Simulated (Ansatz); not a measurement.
# SiF (Pm-3m) in Ansatz: further runs

The runs below take SiF through single point, equation of state, with PBE.

Program: Ansatz 0.2.0. These are calculated values, not measurements. Logs are shortened: lines on timing, memory, paths and dates and some standing lists are left out, and cuts for length are marked.

## (1) The structure

Symmetry: Pm-3m, No. 221, cubic system. The conventional cell has a = 3.029 Å, b = 3.029 Å, c = 3.029 Å, α = 90.00°, β = 90.00°, γ = 90.00°. Around Si (site symmetry m-3m) lie 8 F at 2.62 Å. F (site symmetry m-3m) is surrounded by 8 Si at 2.62 Å.

The cell was built by a generator and needn't be a form met in nature.

## (2) Single point, PBE, 13.06 Å³/atom (volume scaled by 0.94)

File input.yaml:

```yaml
crystal:
  lattice:
    - [2.9667744889, 0.0, 0.0]
    - [0.0, 2.9667744889, 0.0]
    - [0.0, 0.0, 2.9667744889]
  atoms:
    - { symbol: Si, position: [0.5, 0.5, 0.5] }
    - { symbol: F, position: [0.0, 0.0, 0.0] }
hamiltonian:
  xc: pbe
  pseudopotentials: { kind: nc }
kpoints:
  mp_grid: { grid: [9, 9, 9] }
scf:
  occupations: { method: fermi_dirac, width: 0.05 }
output:
  forces: true
  stress: true
  eigenvalues: true
```

Potentials or basis: Ansatz NC.

Command:

```bash
ansatz run input.yaml --threads 2 --pin off --max-ram 5632MiB --backend cpu --events-out ev --progress --plain --runs-dir out
```

The log of the run:

```text
Warning: RAYON_NUM_THREADS=2 ignored (pool sized by the plan → 2); use --threads N
Engine: ansatz 0.2.0, aarch64-unknown-linux-gnu
Pseudopotentials: kind: nc
Pseudopotential: Si, nc, valence charge 4, recommended cutoff 489.804952 eV (normal), Si.nc.azcp
Pseudopotential: F, nc, valence charge 7, recommended cutoff 1320 eV (normal), F.nc.azcp
Functional definition: PBE
  parameter kappa = 0.804
  parameter beta = 0.06672455060314922
  exchange = pbe_x(kappa = kappa, mu = beta*pi^2/3)
  correlation = pbe_c(beta = beta)
Crystal: 2 atoms, lattice volume = 26.113 Å³
Basis set: ecut = 1320 eV, 2897 PW (Γ), exchange–correlation on 72×72×72 points (8 copies of the dense FFT grid, shifted against one another)
Bands: 10, of which v1, the nominal top of the filled ones, is band 6 counted from 1 (5 counted from 0)
Symmetry: 48 space group operations
Space group: Pm-3m (ITA 221), of the structure as read, at distance tolerance 3.0e-5 Å
k-points: 35 of 729
Non-local potential: Si, projectors of the file, l = 0: 2, l = 1: 2, l = 2: 2
Non-local potential: F, projectors of the file, l = 0: 2, l = 1: 2, l = 2: 1
Initial density: superposition of atomic densities (chi_scale 0.1, normalization cell), built separately for each of the 2 bonded fragments (scf.initial_density.interfragment_charge_transfer: auto; true builds it for the cell as a whole; a typed value also counts as a typed key of the start: scf.initial_density.chi_scale says what that changes, if anything)
Initial wavefunctions: pseudopotential atomic-orbital guess
Functional: x = pbe(κ = 0.804, μ = 0.2195149727645171), c = pbe(β = 0.06672455060314922)
SCF iter   1: F=—  HF=-797.145097 eV  |F-HF|=—  |Δ(HF+E_count)|=         —  Δρ=1.02e-1  dr2=2.58e0  ethr=3.10e-3  ⟨swp⟩=6.1  Hψ=2753  notcnv=0
preconditioner: auto → none  [metal: Δε(μ)=0.122 eV  Ē_g=12.766 eV  σ=0.050 eV  W_gap=0.42  n_scr=6 (ndim 8)  ℏωp=21.8 eV  f_vac=0.000  D(μ)=1.94/eV (n_scr^D=18)  sad-step TF]
SCF iter   2: F=—  HF=-796.497284 eV  |F-HF|=—  |Δ(HF+E_count)|=   6.48e-1  Δρ=3.58e-2  dr2=1.36e-1  ethr=3.10e-3  ⟨swp⟩=2.8  Hψ=1014  notcnv=0  defer=9
SCF iter   3: F=—  HF=-796.449501 eV  |F-HF|=—  |Δ(HF+E_count)|=   4.78e-2  Δρ=1.47e-2  dr2=2.13e-2  ethr=1.24e-3  ⟨swp⟩=2.0  Hψ=764  notcnv=0  defer=9
SCF iter   4: F=—  HF=-796.443077 eV  |F-HF|=—  |Δ(HF+E_count)|=   6.42e-3  Δρ=1.04e-3  dr2=1.19e-4  ethr=1.94e-4  ⟨swp⟩=2.2  Hψ=650  notcnv=0  defer=9
SCF iter   5: F=—  HF=-796.443155 eV  |F-HF|=—  |Δ(HF+E_count)|=   7.76e-5  Δρ=1.17e-4  dr2=3.54e-6  ethr=1.08e-6  ⟨swp⟩=2.4  Hψ=556  notcnv=0  defer=9
SCF iter   6: F=—  HF=-796.443151 eV  |F-HF|=—  |Δ(HF+E_count)|=   4.06e-6  Δρ=1.18e-5  dr2=1.87e-8  ethr=9.09e-10  ⟨swp⟩=6.7  Hψ=2234  notcnv=0
SCF iter   7: F=-796.443151 eV  HF=-796.443151 eV  |F-HF|=3.35e-9  |Δ(HF+E_count)|=   1.54e-9  Δρ=3.93e-6  dr2=3.79e-9  ethr=1.70e-10  ⟨swp⟩=2.6  Hψ=1243  notcnv=0
SCF 1 converged in 7 iterations: F = -796.443151 eV  dr2 = 3.79e-9
SCF converged after 7 iterations
Free energy (F): -796.443151 eV
Harris-Foulkes:  -796.443151 eV  (|F-HF|=3.35e-9)
Internal energy: -796.426359 eV  (E = F + TS)
E sigma→0 (E₀):  -796.434755 eV
Entropy (-TS):   -0.016792 eV (-8.396 meV/atom)
Fermi energy:    7.816559 eV
--- Per-component energies (eV) ---
  E_band       = -12.909965
  E_kinetic    = 509.073529
  E_local      = -724.841279  (includes V_loc(G=0)·N_el)
  E_nonlocal   = -65.879606
  E_hartree    = 240.828211
  E_xc         = -199.058290
  E_vxc        = -212.917244  (∫ρ·V_xc dr)
  E_ewald      = -556.548925
  E_smearing   = -0.016792  (= −TS)
  E_closure    = -0.000000  (closes the sum)
  Σ components = -796.443151   (vs F -796.443151, Δ=0.00e0)
--- Forces (eV/Å), atoms counted from 1 ---
  atom   1  Si     0.00000000    -0.00000000     0.00000000
  atom   2  F     -0.00000000     0.00000000     0.00000000
  max |Σ_I F_I| component: 5.59e-31 eV/Å
--- Stress (GPa, compression-positive) ---
        5.418365       0.000000      -0.000000
        0.000000       5.418365       0.000000
        0.000000       0.000000       5.418365
  P = ⅓ Tr σ = 5.4184 GPa (54.184 kbar)
--- Band table (eV; the first three rows and the last of 35) ---
  k-point 0: bands = ["-16.7567", "-1.3221", "2.2463", "2.2463", "2.2463", "13.3293", "13.3293", "13.3293", "13.5099", "13.5099"]
  k-point 1: bands = ["-16.7249", "-1.4457", "2.2857", "2.2857", "2.3595", "11.2914", "13.3143", "13.3143", "13.6776", "15.6676"]
  k-point 2: bands = ["-16.6427", "-1.7714", "2.3879", "2.3879", "2.7469", "9.3034", "13.2697", "13.2697", "14.1586", "17.9749"]
  k-point 34: bands = ["-16.1157", "1.1492", "1.2975", "1.2975", "4.5978", "6.9336", "6.9336", "7.8201", "16.9764", "17.1901"]
```

It took 1.9 s on 2 threads of Arm Neoverse V1, shared host; peak memory 0.3 GiB.

Results:

* Free energy: -796.4432 eV
* Pressure: 5.4 GPa
* Band gap on the k mesh: none (metal or under the smearing width)

Caveat: an odd number of electrons without spin polarisation forces a metal; a magnetic or distorted state may lie lower.

## (3) Single point, PBE, 13.33 Å³/atom (volume scaled by 0.96)

input.yaml, as its differences from that of step 2:

```diff
@@ -2,5 +2,5 @@
   lattice:
-    - [2.9667744889, 0.0, 0.0]
-    - [0.0, 2.9667744889, 0.0]
-    - [0.0, 0.0, 2.9667744889]
+    - [2.9876679553, 0.0, 0.0]
+    - [0.0, 2.9876679553, 0.0]
+    - [0.0, 0.0, 2.9876679553]
   atoms:
```

Potentials or basis: Ansatz NC.

Command:

```bash
ansatz run input.yaml --threads 2 --pin off --max-ram 5632MiB --backend cpu --events-out ev --progress --plain --runs-dir out
```

Run time: 1.9 s. Hardware: 2 threads of Arm Neoverse V1, shared host; peak memory 0.3 GiB.

It converged, with:

- Free energy: -796.4585 eV
- Pressure: 3.5 GPa
- Band gap on the k mesh: none (metal or under the smearing width)

Caveat: an odd number of electrons without spin polarisation forces a metal; a magnetic or distorted state may lie lower.

## (4) Single point, PBE, 13.61 Å³/atom (volume scaled by 0.98)

input.yaml, as its differences from that of step 3:

```diff
@@ -2,5 +2,5 @@
   lattice:
-    - [2.9876679553, 0.0, 0.0]
-    - [0.0, 2.9876679553, 0.0]
-    - [0.0, 0.0, 2.9876679553]
+    - [3.008273213, 0.0, 0.0]
+    - [0.0, 3.008273213, 0.0]
+    - [0.0, 0.0, 3.008273213]
   atoms:
@@ -19 +19,5 @@
   eigenvalues: true
+  write_density: true
+  write_potential: true
+  elf: true
+  volumetric_format: npy
```

Command:

```bash
ansatz run input.yaml --threads 2 --pin off --max-ram 5632MiB --backend cpu --events-out ev --progress --plain --runs-dir out
```

It took 2.6 s on 2 threads of Arm Neoverse V1, shared host; peak memory 0.31 GiB.

The run converged. Its results:

```yaml
Free_energy: -796.4674 eV
Pressure: 1.7 GPa
Band_gap_on_the_k_mesh: none (metal or under the smearing width)
```

Caveat: an odd number of electrons without spin polarisation forces a metal; a magnetic or distorted state may lie lower.

## (5) Single point, PBE, 13.89 Å³/atom

input.yaml, as its differences from that of step 4:

```diff
@@ -2,5 +2,5 @@
   lattice:
-    - [3.008273213, 0.0, 0.0]
-    - [0.0, 3.008273213, 0.0]
-    - [0.0, 0.0, 3.008273213]
+    - [3.0286, 0.0, 0.0]
+    - [0.0, 3.0286, 0.0]
+    - [0.0, 0.0, 3.0286]
   atoms:
```

Command:

```bash
ansatz run input.yaml --threads 2 --pin off --max-ram 5632MiB --backend cpu --events-out ev --progress --plain --runs-dir out
```

It took 2.7 s on 2 threads of Arm Neoverse V1, shared host; peak memory 0.31 GiB.

Results (log left out):

| Quantity | Value |
| --- | --- |
| Free energy | -796.4706 eV |
| Pressure | 0.2 GPa |
| Band gap on the k mesh | none (metal or under the smearing width) |

Caveat: an odd number of electrons without spin polarisation forces a metal; a magnetic or distorted state may lie lower.

## (6) Single point, PBE, 14.17 Å³/atom (volume scaled by 1.02)

input.yaml, as its differences from that of step 5:

```diff
@@ -2,5 +2,5 @@
   lattice:
-    - [3.0286, 0.0, 0.0]
-    - [0.0, 3.0286, 0.0]
-    - [0.0, 0.0, 3.0286]
+    - [3.0486575382, 0.0, 0.0]
+    - [0.0, 3.0486575382, 0.0]
+    - [0.0, 0.0, 3.0486575382]
   atoms:
@@ -19,5 +19 @@
   eigenvalues: true
-  write_density: true
-  write_potential: true
-  elf: true
-  volumetric_format: npy
```

Potentials or basis: Ansatz NC.

Command:

```bash
ansatz run input.yaml --threads 2 --pin off --max-ram 5632MiB --backend cpu --events-out ev --progress --plain --runs-dir out
```

Wall time 2.3 s (2 threads of Arm Neoverse V1, shared host); peak memory 0.31 GiB.

Results (log left out):

```yaml
Free_energy: -796.4687 eV
Pressure: -1.2 GPa
Band_gap_on_the_k_mesh: none (metal or under the smearing width)
```

Caveat: an odd number of electrons without spin polarisation forces a metal; a magnetic or distorted state may lie lower.

## (7) Single point, PBE, 14.45 Å³/atom (volume scaled by 1.04)

input.yaml, as its differences from that of step 6:

```diff
@@ -2,5 +2,5 @@
   lattice:
-    - [3.0486575382, 0.0, 0.0]
-    - [0.0, 3.0486575382, 0.0]
-    - [0.0, 0.0, 3.0486575382]
+    - [3.0684545704, 0.0, 0.0]
+    - [0.0, 3.0684545704, 0.0]
+    - [0.0, 0.0, 3.0684545704]
   atoms:
```

Command:

```bash
ansatz run input.yaml --threads 2 --pin off --max-ram 5632MiB --backend cpu --events-out ev --progress --plain --runs-dir out
```

Wall time 2.3 s (2 threads of Arm Neoverse V1, shared host); peak memory 0.31 GiB.

Results (log left out):

* Free energy: -796.4621 eV
* Pressure: -2.5 GPa
* Band gap on the k mesh: none (metal or under the smearing width)

Caveat: an odd number of electrons without spin polarisation forces a metal; a magnetic or distorted state may lie lower.

## (8) Single point, PBE, 14.72 Å³/atom (volume scaled by 1.06)

input.yaml, as its differences from that of step 7:

```diff
@@ -2,5 +2,5 @@
   lattice:
-    - [3.0684545704, 0.0, 0.0]
-    - [0.0, 3.0684545704, 0.0]
-    - [0.0, 0.0, 3.0684545704]
+    - [3.087999394, 0.0, 0.0]
+    - [0.0, 3.087999394, 0.0]
+    - [0.0, 0.0, 3.087999394]
   atoms:
```

Command:

```bash
ansatz run input.yaml --threads 2 --pin off --max-ram 5632MiB --backend cpu --events-out ev --progress --plain --runs-dir out
```

It took 2.3 s on 2 threads of Arm Neoverse V1, shared host; peak memory 0.32 GiB.

Results (log left out):

```yaml
Free_energy: -796.4515 eV
Pressure: -3.6 GPa
Band_gap_on_the_k_mesh: none (metal or under the smearing width)
```

Caveat: an odd number of electrons without spin polarisation forces a metal; a magnetic or distorted state may lie lower.

## (9) Equation of state, PBE

Potentials or basis: Ansatz NC.

No new run: the results of the series are fitted here.

Results:

```
Equilibrium volume                      : 13.92 Å³/atom
Bulk modulus                            : 73 GPa
Pressure derivative of the bulk modulus : 4.5
```

Energy against volume, from the lowest point:
```csv
volume (Å³/atom),energy (meV/atom)
13.056,13.72
13.334,6.06
13.612,1.59
13.890,0.00
14.168,0.97
14.445,4.24
14.723,9.58
```
